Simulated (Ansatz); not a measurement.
NiMoIrPdW:

```
CELL_PARAMETERS angstrom
2.77085 0.00000 0.00000
-1.38543 2.39963 0.00000
0.00000 0.00000 22.01961
ATOMIC_POSITIONS crystal
Ni 0.33333 0.66667 0.85081
Ni 0.66667 0.33333 0.14919
Mo 0.66667 0.33333 0.76059
Mo 0.33333 0.66667 0.23941
Pd 0.33333 0.66667 0.05329
Pd 0.66667 0.33333 0.94671
Ir 0.33333 0.66667 0.65827
Ir 0.66667 0.33333 0.34173
W 0.33333 0.66667 0.44418
W 0.66667 0.33333 0.55582
```

The cell was built by a generator and needn't be a form met in nature.

Base run:

```yaml
Program: Ansatz 0.2.0
Functional: LDA
Potentials_or_basis: Ansatz PAW
Cutoff: 420 eV
Density_cutoff: 1680 eV
k_mesh: 11 × 11 × 2
Occupations: fermi-dirac, width 0.05 eV
Spin: collinear spin, ferromagnetic start
Starting_moments: "[1.0, 1.0, 1.0, 1.0, 0.0, 0.0, 0.6, 0.6, 0.0, 0.0] μB"
```

Its results: band gap on the k mesh none (metal or under the smearing width); net moment 0.00 μB per cell; largest force 0.231 eV/Å.

Task: The run is repeated on the same cell with these changes: functional from LDA to HSE03; k mesh from 11 × 11 × 2 to 5 × 5 × 1. What comes out?

Result: Band gap on the k mesh none (metal or under the smearing width); net moment 0.32 μB per cell; site moments Ni +0.07; Mo +0.00; Pd -0.00; Ir +0.08; W +0.02 μB; largest force 0.351 eV/Å.

Several settings changed at once, so the effect can't be laid on one alone.

Caveats: some runs use coarse meshes; the PAW data sets come from PBE, with cores solved anew for the run's functional, which leaves a small shift of forces and pressure; the magnetic or orbital state may not be the lowest (some runs).

Not every run made on this cell is shown here.
